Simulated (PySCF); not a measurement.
**WO2(OH)2: other functionals and bases at one geometry**

One table from this session's results is given with a row withheld; the runs are named, their logs left out.

Program: PySCF 2.14.0. Level of theory: several levels, as the steps say, no spin–orbit coupling. These are calculated values, not measurements.

5 further runs of the same task are left out: 2 for a known fault of the program, 2 that didn't finish, 1 set aside as unsound or not needed.

## The starting structure

7 atoms, charge 0, spin multiplicity 1.

Bond lengths: W1–O2 1.717 Å, W1–O3 1.717 Å, W1–O4 1.889 Å, W1–O6 1.889 Å, O4–H5 0.967 Å, O6–H7 0.967 Å. Angles: O2–W1–O3 107.8°, O2–W1–O4 108.9°, O2–W1–O6 109.7°, O3–W1–O4 109.7°, O3–W1–O6 108.9°, O4–W1–O6 111.8°, W1–O4–H5 127.6°, W1–O6–H7 127.6°.

Geometry (Å):

```xyz
7
H2O4W
W     0.0000    0.0000   -0.1803
O     0.8899    1.0639    0.8309
O    -0.8899   -1.0639    0.8309
O     1.2103   -0.9920   -1.2390
H     1.2889   -1.9534   -1.3012
O    -1.2103    0.9920   -1.2390
H    -1.2889    1.9534   -1.3012
```

Formal oxidation states: W +6. An earlier session relaxed this geometry at r2SCAN, W def2-SVP with ECP60, O def2-SVP, H def2-SVP (singlet, point group C2).

At r2SCAN on the finer grid: E = -369.050308 Eh, HOMO -7.57 eV, LUMO -2.28 eV, Mulliken charge on W1 +1.17 e, largest force component 0.029 eV/Å. 

Levels to run: BP86; TPSSh; CAM-B3LYP; wB97X; r2SCAN, TZVP; r2SCAN, x2c-SVP. Hardware: 2 threads of Arm Neoverse V2, shared host.

Set-up of the first run:

run.py (the lines that set the calculation) reads:

```python
mol = gto.M(atom='''
W      0.00000     0.00000    -0.18034
O      0.88991     1.06394     0.83092
O     -0.88991    -1.06394     0.83092
O      1.21025    -0.99199    -1.23902
H      1.28890    -1.95342    -1.30123
O     -1.21025     0.99199    -1.23902
H     -1.28890     1.95342    -1.30123''',
    basis={'W': 'def2-SVP', 'O': 'def2-SVP', 'H': 'def2-SVP'},
    ecp={'W': 'def2-SVP'},
    charge=0, spin=0)
mf = dft.RKS(mol, xc='B88,P86')
mf.grids.atom_grid = (75, 302)
mf = mf.density_fit()  # fitting sets: W def2-universal-JKFIT, O def2-universal-JKFIT, H def2-universal-JKFIT
mf.conv_tol = 1e-08; mf.max_cycle = 55
mf.kernel(dm0)  # dm0: the density of the relaxed state
```

On the command line:

```sh
$ OMP_NUM_THREADS=2 python run.py
```

Steps of the session up to this table: BP86; TPSSh; CAM-B3LYP; wB97X; r2SCAN, TZVP; r2SCAN, x2c-SVP.

One of the session's tables, all rows but one given; the rest of the session is left out.

| level | HOMO (eV) | gap (eV) | charge on W1 (e) | dipole (D) | largest force component (eV/Å) |
| --- | --- | --- | --- | --- | --- |
| r2SCAN (relaxed here) | -7.57 | 5.29 | 1.17 | 3.00 | 0.03 |
| BP86 | -7.25 | 4.86 | 0.98 | 2.94 | 0.45 |
| TPSSh | -7.91 | 5.96 | 1.17 | 3.00 | 0.12 |
| CAM-B3LYP | ? | ? | ? | ? | ? |
| wB97X | -11.25 | 11.89 | 1.20 | 3.04 | 1.23 |
| r2SCAN, TZVP | -7.65 | 5.33 | 1.58 | 2.97 | 0.24 |
| r2SCAN, x2c-SVP | -7.81 | 5.14 | 1.09 | 2.90 | 0.64 |

Estimate the missing values for CAM-B3LYP.

As computed: HOMO (eV): -10.22; gap (eV): 9.79; charge on W1 (e): 1.15; dipole (D): 3.06; largest force component (eV/Å): 0.79. In the column «HOMO (eV)» it lies between wB97X (-11.25) and TPSSh (-7.91).

In one basis the HOMO–LUMO gap runs from 4.86 eV (BP86) to 11.89 eV (wB97X). The largest leftover force, 1.23 eV/Å with wB97X, stands at a geometry relaxed at another level. Total energies of different levels can't be compared.
